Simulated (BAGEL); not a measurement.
# A workflow on C3H5Ga (SMILES C#[C][GaH][CH3])

Aim: a single-point energy (HF/6-31G*), then the energy (NEVPT2(2,2)/6-31G*), then a single-point energy (CASPT2(2,2)/6-31G*) of C3H5Ga. 

Program for the calculation: BAGEL 1.2.2.

1 further run of the same task is left out (set aside as unsound or not needed).

### 1 The structure to begin with

C3H5Ga: 9 atoms, total charge 0, spin state singlet. As SMILES, `C#[C][GaH][CH3]`. The Ga3–H6 distance was set to 2.972 Å, away from the relaxed value. At this shape a bond of the SMILES string is far longer than usual.

Bond lengths: C1–C2 1.210 Å, C2–Ga3 1.925 Å, Ga3–C4 1.958 Å, C1–H5 1.066 Å, C4–H7 1.093 Å, C4–H8 1.090 Å, C4–H9 1.094 Å. Angles: C1–C2–Ga3 179.3°, C2–Ga3–C4 117.4°, C2–C1–H5 179.8°, Ga3–C4–H7 109.9°, Ga3–C4–H8 112.6°, Ga3–C4–H9 109.4°, H7–C4–H8 109.1°, H7–C4–H9 106.9°, H8–C4–H9 108.7°.

### 2 The energy at HF/6-31G(d) (density fitting with svp-jkfit, spherical functions) (run 1)

input.json reads:

```json
{ "bagel" : [

{
  "title" : "molecule",
  "basis" : "6-31gs.json",
  "df_basis" : "svp-jkfit",
  "angstrom" : false,
  "geometry" : [
    { "atom" : "C", "xyz" : [  2.45149257, -0.44964710, -5.76243447 ] },
    { "atom" : "C", "xyz" : [  1.41459984, -0.58495149, -3.72927813 ] },
    { "atom" : "Ga", "xyz" : [ -0.25062682, -0.83817479, -0.50446050 ] },
    { "atom" : "C", "xyz" : [ -2.33858521, -3.83093406,  0.10535412 ] },
    { "atom" : "H", "xyz" : [  3.36800974, -0.32435826, -7.55276100 ] },
    { "atom" : "H", "xyz" : [  0.55293386,  3.36957065,  3.12844160 ] },
    { "atom" : "H", "xyz" : [ -1.23366235, -5.54056928, -0.24292240 ] },
    { "atom" : "H", "xyz" : [ -3.09277491, -3.89480680,  2.02078052 ] },
    { "atom" : "H", "xyz" : [ -3.91631755, -3.85172105, -1.22954841 ] }
  ]
},
{
  "title" : "hf"
},
{
  "title" : "print",
  "file" : "orbitals.molden",
  "orbitals" : true
}

]}
```

The basis set 6-31G* is read from a file made from the Basis Set Exchange's data (not shown).

On the command line:

```
$ BAGEL_NUM_THREADS=1 BAGEL input.json > input.out
```

What it wrote:

```text
* using 1 threads per process

  ===============================================================
  ===============================================================

  *** Geometry ***

  { "atom" : "C", "xyz" : [      2.451493,     -0.449647,     -5.762434 ] },
  { "atom" : "C", "xyz" : [      1.414600,     -0.584951,     -3.729278 ] },
  { "atom" : "Ga", "xyz" : [     -0.250627,     -0.838175,     -0.504460 ] },
  { "atom" : "C", "xyz" : [     -2.338585,     -3.830934,      0.105354 ] },
  { "atom" : "H", "xyz" : [      3.368010,     -0.324358,     -7.552761 ] },
  { "atom" : "H", "xyz" : [      0.552934,      3.369571,      3.128442 ] },
  { "atom" : "H", "xyz" : [     -1.233662,     -5.540569,     -0.242922 ] },
  { "atom" : "H", "xyz" : [     -3.092775,     -3.894807,      2.020781 ] },
  { "atom" : "H", "xyz" : [     -3.916318,     -3.851721,     -1.229548 ] },

  Number of auxiliary basis functions:      581

  Since a DF basis is specified, we compute 2- and 3-index integrals:
    o Being stored without compression. Storage requirement is 0.033 GB

  Number of basis functions:       84
  Number of electrons      :       54

    * METHOD: MOLECULE                             0.39

  *** RHF ***

  === Nuclear Repulsion ===
   209.2155402504

      * DIIS with orbital gradients will be used.

  === RHF iteration (6-31gs.json) ===
      0      -2039.12027625          0.01521454           0.10
      1      -2039.24965419          0.00764023           0.09
      2      -2039.27353513          0.00215681           0.09
      3      -2039.27580127          0.00069823           0.09
      4      -2039.27608071          0.00015921           0.09
      5      -2039.27609656          0.00005989           0.09
      6      -2039.27610011          0.00003005           0.09
      7      -2039.27610195          0.00001599           0.09
      8      -2039.27610259          0.00000724           0.09
      9      -2039.27610269          0.00000371           0.09
     10      -2039.27610270          0.00000144           0.09
     11      -2039.27610270          0.00000059           0.09
     12      -2039.27610270          0.00000022           0.09
     13      -2039.27610270          0.00000008           0.09
     14      -2039.27610270          0.00000004           0.10
     15      -2039.27610270          0.00000003           0.10
     16      -2039.27610270          0.00000002           0.09
     17      -2039.27610270          0.00000001           0.10
    * SCF iteration converged.

    * Permanent dipole moment:
           (    0.281195,     1.310860,     1.068283) a.u.

    * METHOD: HF                                   1.96

    * METHOD: PRINT                                0.02

  ===============================================================
```

Wall time 2.5 s (1 thread of Arm Neoverse V1, shared host); peak memory 0.15 GiB.

### 3 A single-point energy at NEVPT2(2,2)/6-31G(d) (density fitting with svp-jkfit, spherical functions) (run 2)

nevpt2.json reads:

```json
{ "bagel": [

{
  "title": "molecule",
  "basis": "6-31gs.json",
  "df_basis": "svp-jkfit",
  "geometry": [
    { "atom": "C", "xyz": [     2.45149257,    -0.44964710,    -5.76243447 ] },
    { "atom": "C", "xyz": [     1.41459984,    -0.58495149,    -3.72927813 ] },
    { "atom": "Ga", "xyz": [    -0.25062682,    -0.83817479,    -0.50446050 ] },
    { "atom": "C", "xyz": [    -2.33858521,    -3.83093406,     0.10535412 ] },
    { "atom": "H", "xyz": [     3.36800974,    -0.32435826,    -7.55276100 ] },
    { "atom": "H", "xyz": [     0.55293386,     3.36957065,     3.12844160 ] },
    { "atom": "H", "xyz": [    -1.23366235,    -5.54056928,    -0.24292240 ] },
    { "atom": "H", "xyz": [    -3.09277491,    -3.89480680,     2.02078052 ] },
    { "atom": "H", "xyz": [    -3.91631755,    -3.85172105,    -1.22954841 ] }
  ]
},

{
  "title": "hf"
},

{
  "title": "nevpt2",
  "nstate": 1,
  "nact": 2,
  "nclosed": 26,
  "active": [27, 28],
  "maxiter": 200,
  "natocc": true,
  "ncore": 12
},

{
  "title": "print",
  "file": "orbitals.molden",
  "orbitals": true
}

]}
```

The basis set 6-31G* is read from a file made from the Basis Set Exchange's data (not shown).

On the command line:

```
$ BAGEL_NUM_THREADS=1 BAGEL nevpt2.json > nevpt2.out
```

What it wrote:

```text
* using 1 threads per process

  ===============================================================
  ===============================================================

  *** Geometry ***

  { "atom" : "C", "xyz" : [      2.451493,     -0.449647,     -5.762434 ] },
  { "atom" : "C", "xyz" : [      1.414600,     -0.584951,     -3.729278 ] },
  { "atom" : "Ga", "xyz" : [     -0.250627,     -0.838175,     -0.504460 ] },
[... 5 lines of this table left out ...]
  { "atom" : "H", "xyz" : [     -3.916318,     -3.851721,     -1.229548 ] },

  Number of auxiliary basis functions:      581

  Since a DF basis is specified, we compute 2- and 3-index integrals:
    o Being stored without compression. Storage requirement is 0.033 GB

[... 18 lines left out ...]
    * SCF iteration converged.
[... 1 line left out ...]
    * Permanent dipole moment:
[... 28 lines left out ...]
    * Second-order optimization converged. *

     guess   0:   closed 1.                   open ..

  === FCI iteration ===

      0  0     -2039.26859984     7.19e-02      0.00
      1  0     -2039.32644883     1.70e-02      0.00
      2  0 *   -2039.33025242     2.73e-16      0.00

     * ci vector, state   0, <S^2> = 0.0000
       2.     0.9177918374
       .2    -0.3970618884

  === DF-NEVPT2 calculation ===

    * 3-index integral transformation done
    * assembly done

      NEVPT2 correlation energy:   -0.5982153760      0.20

          (+0)     -0.5705966011
          (+0)'    -0.0032087423
          (+1)     -0.0099628707
          (+1)'    -0.0000000000
          (+2)     -0.0001883121
          (-1)     -0.0137672502
          (-1)'     0.0000000000
          (-2)     -0.0004915995

      NEVPT2 total energy:       -2039.9284677920

    * METHOD: NEVPT2                               5.99

    * METHOD: PRINT                                0.02

  ===============================================================
```

Wall time 8.7 s (1 thread of Arm Neoverse V1, shared host); peak memory 0.15 GiB.

### 4 The energy at CASPT2(2,2)/6-31G(d) (density fitting with svp-jkfit, spherical functions) (run 3)

input.json reads:

```json
{ "bagel" : [

{
  "title" : "molecule",
  "basis" : "6-31gs.json",
  "df_basis" : "svp-jkfit",
  "geometry" : [
    { "atom" : "C", "xyz" : [     2.45149257,    -0.44964710,    -5.76243447 ] },
    { "atom" : "C", "xyz" : [     1.41459984,    -0.58495149,    -3.72927813 ] },
    { "atom" : "Ga", "xyz" : [    -0.25062682,    -0.83817479,    -0.50446050 ] },
    { "atom" : "C", "xyz" : [    -2.33858521,    -3.83093406,     0.10535412 ] },
    { "atom" : "H", "xyz" : [     3.36800974,    -0.32435826,    -7.55276100 ] },
    { "atom" : "H", "xyz" : [     0.55293386,     3.36957065,     3.12844160 ] },
    { "atom" : "H", "xyz" : [    -1.23366235,    -5.54056928,    -0.24292240 ] },
    { "atom" : "H", "xyz" : [    -3.09277491,    -3.89480680,     2.02078052 ] },
    { "atom" : "H", "xyz" : [    -3.91631755,    -3.85172105,    -1.22954841 ] }
  ]
},

{
  "title" : "hf",
  "charge" : 0
},

{
  "title" : "casscf",
  "nstate" : 1,
  "nact" : 2,
  "nclosed" : 26,
  "charge" : 0,
  "active" : [27, 28],
  "maxiter" : 200,
  "natocc" : true
},

{
  "title" : "print",
  "file" : "orbitals.molden",
  "orbitals" : true
},

{
  "title" : "smith",
  "method" : "caspt2",
  "ms" : true,
  "xms" : true,
  "sssr" : true,
  "shift" : 0.2,
  "shift_imag" : true,
  "ncore" : 12
}

]}
```

The basis set 6-31G* is read from a file made from the Basis Set Exchange's data (not shown).

On the command line:

```
$ BAGEL_NUM_THREADS=1 BAGEL input.json > input.out
```

What it wrote:

```text
* using 1 threads per process

  ===============================================================
  ===============================================================

  *** Geometry ***

  { "atom" : "C", "xyz" : [      2.451493,     -0.449647,     -5.762434 ] },
  { "atom" : "C", "xyz" : [      1.414600,     -0.584951,     -3.729278 ] },
  { "atom" : "Ga", "xyz" : [     -0.250627,     -0.838175,     -0.504460 ] },
[... 5 lines of this table left out ...]
  { "atom" : "H", "xyz" : [     -3.916318,     -3.851721,     -1.229548 ] },

  Number of auxiliary basis functions:      581

  Since a DF basis is specified, we compute 2- and 3-index integrals:
    o Being stored without compression. Storage requirement is 0.033 GB

[... 18 lines left out ...]
    * SCF iteration converged.
[... 1 line left out ...]
    * Permanent dipole moment:
[... 27 lines left out ...]
    * Second-order optimization converged. *
[... 9 lines left out ...]
     * ci vector, state   0, <S^2> = 0.0000
[... 16 lines left out ...]
    * Zeroth order energy : state  0       -0.4475792016
[... 4 lines left out ...]
       #      aibj      arbs      arbi      airj      risj      airs      arst      rist         Etot      error   time
[... 2 lines left out ...]
       0  -0.56796  -0.00066  -0.01444  -0.01101  -0.00031  -0.00312  -0.00000  -0.00000   -0.5975043  0.0004223   0.10
       1  -0.56800  -0.00066  -0.01445  -0.01107  -0.00033  -0.00315   0.00000  -0.00000   -0.5976619  0.0000503   0.08
       2  -0.56800  -0.00066  -0.01445  -0.01107  -0.00033  -0.00315  -0.00000  -0.00000   -0.5976638  0.0000073   0.09
       3  -0.56800  -0.00066  -0.01445  -0.01107  -0.00033  -0.00315  -0.00000  -0.00000   -0.5976639  0.0000011   0.09
       4  -0.56800  -0.00066  -0.01445  -0.01107  -0.00033  -0.00315   0.00000  -0.00000   -0.5976639  0.0000001   0.09

      ------------------------------------------------------------------------------------------------------------------

    * CASPT2 energy : state  0    -2039.9315546964
        w/o shift correction      -2039.9279162739
        reference weight              0.8354465283

    * METHOD: SMITH                                0.75

  ===============================================================
```

Run time: 9 s. Hardware: 1 thread of Arm Neoverse V1, shared host; peak memory 0.21 GiB.

### 5 Results

| quantity | value |
| --- | --- |
| run 1, HF/6-31G*: total energy | -2039.27610 Eh |
| run 1, HF/6-31G*: dipole moment | 4.36 D |
| run 1, HF/6-31G*: HOMO energy | -7.94 eV |
| run 1, HF/6-31G*: LUMO energy | 0.58 eV |
| run 1, HF/6-31G*: HOMO–LUMO gap | 8.52 eV |
| run 2, NEVPT2(2,2)/6-31G*: total energy | -2039.92847 Eh |
| run 3, CASPT2(2,2)/6-31G*: total energy | -2039.93155 Eh |

**Reading.** One bond (run 1, HF/6-31G*) is far stretched, which a spin-restricted single reference describes badly; a broken-symmetry solution may lie lower.
